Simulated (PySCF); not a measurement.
# C6H8O3: magnetic properties

Aim: compute the magnetic properties of C6H8O3 (`C=C[C@](C)(C=O)OC=O`).

Programs: PySCF 2.14.0, with routines of our own; each step states its level. All values are computed. Atoms count from 0.

## (1) The starting structure

17 atoms, charge 0, multiplicity 1; geometry from: GFN2-xTB.

## (2) Magnetic properties: GIAO wB97X-D/pcSseg-1

Job settings and geometry (Å):

```
{"job": {"kind": "mag", "xc": "wB97X-D", "basis": "pcSseg-1", "isotopologues": 0}, "charge": 0, "multiplicity": 1}
C      1.937434    -1.416110     0.445254
C      0.761273    -1.275974    -0.136315
C     -0.079645    -0.022458    -0.105735
C      0.726773     1.270924    -0.150676
C     -0.885867    -0.123451     1.191040
O     -0.571281     0.396610     2.218442
O     -0.965761    -0.103312    -1.245631
C     -2.065480     0.618024    -1.188588
O     -2.432360     1.287206    -0.266972
H      2.409308    -0.623434     0.998608
H      2.475740    -2.345968     0.388159
H      0.299915    -2.090710    -0.676102
H      1.413771     1.258022    -0.992678
H      0.050222     2.117543    -0.242475
H      1.278818     1.378436     0.777866
H     -1.742303    -0.817934     1.112645
H     -2.617554     0.504616    -2.136752
```

Level: GIAO wB97X-D/pcSseg-1 magnetisability, rotational g tensor and spin-rotation constants, non-relativistic, gas phase.

Run with:

```sh
OMP_NUM_THREADS=1 python excited_run.py task.json out
```

The driver reads the jobs from task.json and runs them one after another.

The log of the run:

```text
coarse grid: 14736 points
cycle   1  E = -458.5002898337  dE =  1.846e+00  |g| = 1.240e+00  |ddm| = 3.662e+00
cycle   2  E = -458.1741822123  dE =  3.261e-01  |g| = 1.885e+00  |ddm| = 2.243e+00
cycle   3  E = -458.7953388522  dE = -6.212e-01  |g| = 1.786e-01  |ddm| = 1.499e+00
cycle   4  E = -458.7998787444  dE = -4.540e-03  |g| = 9.069e-02  |ddm| = 1.544e-01
cycle   5  E = -458.8012799830  dE = -1.401e-03  |g| = 1.560e-02  |ddm| = 6.596e-02
cycle   6  E = -458.8013305505  dE = -5.057e-05  |g| = 7.832e-03  |ddm| = 1.943e-02
cycle   7  E = -458.8013434122  dE = -1.286e-05  |g| = 3.234e-03  |ddm| = 7.641e-03
cycle   8  E = -458.8013458696  dE = -2.457e-06  |g| = 8.755e-04  |ddm| = 4.630e-03
final grid: 143848 points
cycle   9  E = -458.8877989927  dE = -1.926e-04  |g| = 4.411e-03  |ddm| = 4.590e-02
cycle  10  E = -458.8878018151  dE = -2.822e-06  |g| = 3.626e-03  |ddm| = 9.076e-03
cycle  11  E = -458.8878040779  dE = -2.263e-06  |g| = 1.273e-03  |ddm| = 2.744e-03
cycle  12  E = -458.8878043274  dE = -2.495e-07  |g| = 5.464e-04  |ddm| = 1.583e-03
cycle  13  E = -458.8878043929  dE = -6.556e-08  |g| = 7.071e-05  |ddm| = 4.965e-04
cycle  14  E = -458.8878043945  dE = -1.546e-09  |g| = 3.981e-05  |ddm| = 1.433e-04
cycle  15  E = -458.8878043949  dE = -3.799e-10  |g| = 1.124e-05  |ddm| = 5.847e-05
converged SCF energy = -458.8878043949

Magnetisability tensor (1e-30 J/T^2)
    -1075.08       26.27       65.41
       26.27    -1107.04      151.63
       65.41      151.63    -1023.16
isotropic -1068.43   principal values   -1225.00  -1096.74   -883.54
isotropic susceptibility -64.342 1e-6 cm^3/mol

Inertial axes            a          b          c
rot. const./GHz      2.5709     1.3950     1.1432
chi total           -66.581    -58.956    -67.490
chi diamagnetic    -567.329   -963.750  -1123.120
chi paramagnetic    500.748    904.794   1055.630
quadrupole/D A        4.420    -10.423      6.003
g nuclear            0.5679     0.5737     0.5505
g electronic        -0.6048    -0.5930    -0.5669
g total             -0.0369    -0.0193    -0.0164

Spin-rotation constants (kHz, H = +C I.J)
atom  isotope        aa         bb         cc
  9     1H       -0.240     -0.063      0.012
 10     1H        0.062     -0.119     -0.074
 11     1H       -0.254     -0.049      0.018
 12     1H       -0.266     -0.036     -0.087
 13     1H       -0.016     -0.158     -0.084
 14     1H       -0.151     -0.064     -0.089
 15     1H       -0.152     -0.107      0.088
 16     1H       -0.033     -0.001     -0.091
  0    13C*       0.920      0.337      0.372
  1    13C*       0.905      0.398      0.420
  2    13C*       0.646      0.359      0.274
  3    13C*       0.382      0.213      0.152
  4    13C*       0.760      0.618      0.575
  5    17O*      -0.360     -1.283     -0.649
  6    17O*      -0.500     -0.512     -0.206
  7    13C*       1.326      0.438      0.297
  8    17O*      -1.532     -0.735     -0.127
* in the singly substituted isotopologue
```

It took 48 s on 1 thread of AMD EPYC 7R13, shared host; peak memory 0.9 GiB.

From this job:

```
              quantity                      value
       magnetisability           -1068·10⁻³⁰ J/T²
  molar susceptibility         -64.3·10⁻⁶ cm³/mol
rotational g (a, b, c)  -0.0369, -0.0193, -0.0164
```

## (3) Magnetic properties: GIAO HF/def2-SVP in benzene

Settings changed since step 2:

```diff
@@ -1,2 +1,2 @@
-{"job": {"kind": "mag", "xc": "wB97X-D", "basis": "pcSseg-1", "isotopologues": 0}, "charge": 0, "multiplicity": 1}
+{"job": {"kind": "mag", "xc": "HF", "basis": "def2-SVP", "solvent": "benzene"}, "charge": 0, "multiplicity": 1}
 C      1.937434    -1.416110     0.445254
```

With the program's defaults for keys left out, this is: GIAO HF/def2-SVP magnetisability, non-relativistic, IEF-PCM benzene.

The log of the run:

```text
final grid: 143848 points
cycle   1  E = -455.7917446140  dE =  2.206e+00  |g| = 1.094e+00  |ddm| = 4.264e+00
cycle   2  E = -455.9588232447  dE = -1.671e-01  |g| = 7.909e-01  |ddm| = 1.664e+00
cycle   3  E = -456.0758603350  dE = -1.170e-01  |g| = 1.004e-01  |ddm| = 7.761e-01
cycle   4  E = -456.0794331421  dE = -3.573e-03  |g| = 4.184e-02  |ddm| = 1.616e-01
cycle   5  E = -456.0799374755  dE = -5.043e-04  |g| = 1.175e-02  |ddm| = 6.436e-02
cycle   6  E = -456.0800260449  dE = -8.857e-05  |g| = 6.058e-03  |ddm| = 2.890e-02
cycle   7  E = -456.0800525133  dE = -2.647e-05  |g| = 1.863e-03  |ddm| = 2.134e-02
cycle   8  E = -456.0800548829  dE = -2.370e-06  |g| = 4.510e-04  |ddm| = 6.537e-03
cycle   9  E = -456.0800550068  dE = -1.239e-07  |g| = 1.625e-04  |ddm| = 1.163e-03
cycle  10  E = -456.0800550177  dE = -1.089e-08  |g| = 6.416e-05  |ddm| = 2.659e-04
cycle  11  E = -456.0800550197  dE = -1.969e-09  |g| = 2.204e-05  |ddm| = 1.246e-04
cycle  12  E = -456.0800550200  dE = -3.776e-10  |g| = 1.035e-05  |ddm| = 5.537e-05
converged SCF energy = -456.0800550200

Magnetisability tensor (1e-30 J/T^2)
    -1132.22       19.91       52.26
       19.91    -1152.50      145.61
       52.26      145.61    -1090.84
isotropic -1125.19   principal values   -1272.82  -1146.07   -956.67
isotropic susceptibility -67.760 1e-6 cm^3/mol

Inertial axes            a          b          c
rot. const./GHz      2.5709     1.3950     1.1432
chi total           -69.917    -62.801    -70.563
chi diamagnetic    -568.139   -962.951  -1123.916
chi paramagnetic    498.223    900.150   1053.353
quadrupole/D A        5.338    -12.236      6.898
```

It took 13 s on 1 thread of AMD EPYC 7R13, shared host; peak memory 0.81 GiB.

From this job:

```
            quantity               value
     magnetisability    -1125·10⁻³⁰ J/T²
molar susceptibility  -67.8·10⁻⁶ cm³/mol
```

## (4) What came out

| quantity | value |
| --- | --- |
| magnetisability (step 2, GIAO wB97X-D/pcSseg-1) | -1068·10⁻³⁰ J/T² |
| molar susceptibility (step 2, GIAO wB97X-D/pcSseg-1) | -64.3·10⁻⁶ cm³/mol |
| rotational g (a, b, c) (step 2, GIAO wB97X-D/pcSseg-1) | -0.0369, -0.0193, -0.0164 |

What this shows: The values above hold for this geometry and these levels alone. Vibrational averaging and real surroundings are missing from these values.
